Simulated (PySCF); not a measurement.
# Cl2H3NPb (Pb(Cl)2(NH3)): the cost of one run

The runs use PySCF 2.14.0; PBE, Pb def2-SVP with ECP60, Cl def2-SVP, N def2-SVP, H def2-SVP; scalar-relativistic core potentials, no spin–orbit coupling.

3 further runs of the same task are left out: 2 for a known fault of the program, 1 that didn't finish. Runs told in other sessions of the task aren't counted.

**1. Starting geometry**

7 atoms, charge 0, spin multiplicity 1.

Bond lengths: Pb1–Cl2 2.560 Å, Pb1–Cl3 2.560 Å, Pb1–N4 2.526 Å, N4–H5 1.028 Å, N4–H6 1.033 Å, N4–H7 1.033 Å. Angles: Cl2–Pb1–Cl3 100.8°, Cl2–Pb1–N4 79.8°, Cl3–Pb1–N4 79.8°, Pb1–N4–H5 128.7°, Pb1–N4–H6 99.5°, Pb1–N4–H7 99.5°, H5–N4–H6 109.7°, H5–N4–H7 109.7°, H6–N4–H7 107.8°.

Coordinates:

```mol
Cl2H3NPb
  3D, bonds by distance, orders not assigned

  7  6  0  0  0  0  0  0  0  0999 V2000
   -0.0036   -0.0062    1.1372 Pb  0  0
    1.8082   -0.8146   -0.4809 Cl  0  0
   -1.6096    1.1587   -0.4809 Cl  0  0
   -1.1635   -2.0152    0.1375 N   0  0
   -1.6175   -2.8015    0.6196 H   0  0
   -1.8494   -1.5338   -0.4662 H   0  0
   -0.4037   -2.3685   -0.4662 H   0  0
  1  2  8  0
  1  3  8  0
  1  4  8  0
  4  5  8  0
  4  6  8  0
  4  7  8  0
M  END
```

Formal oxidation states: Pb +2. An earlier session relaxed this geometry at PBE, Pb def2-SVP with ECP60, Cl def2-SVP, N def2-SVP, H def2-SVP (singlet, point group Cs).

Its energy there is -1169.221504 Eh.

**2. Multiplicity 3 at the relaxed geometry**

The input, run.py (the lines that set the calculation):

```python
mol = gto.M(atom='''
Pb    -0.00359    -0.00622     1.13716
Cl     1.80820    -0.81463    -0.48091
Cl    -1.60956     1.15866    -0.48091
N     -1.16349    -2.01517     0.13747
H     -1.61748    -2.80149     0.61955
H     -1.84939    -1.53383    -0.46618
H     -0.40369    -2.36852    -0.46618''',
    basis={'Pb': 'def2-SVP', 'Cl': 'def2-SVP', 'N': 'def2-SVP', 'H': 'def2-SVP'},
    ecp={'Pb': 'def2-SVP'},
    charge=0, spin=2)
mf = dft.UKS(mol, xc='PBE')
mf.grids.atom_grid = (50, 194)
mf = mf.density_fit()  # fitting sets: Pb def2-universal-JKFIT, Cl def2-universal-JKFIT, N def2-universal-JKFIT, H def2-universal-JKFIT
mf.conv_tol = 1e-08; mf.max_cycle = 55
mf.kernel(dm0)  # dm0: free metal ions and neutral atoms
```

On the command line:

```bash
OMP_NUM_THREADS=2 python run.py
```

**Question.** How long does this run take on 2 threads of Arm Neoverse V1, shared host?

About 4.6 s.
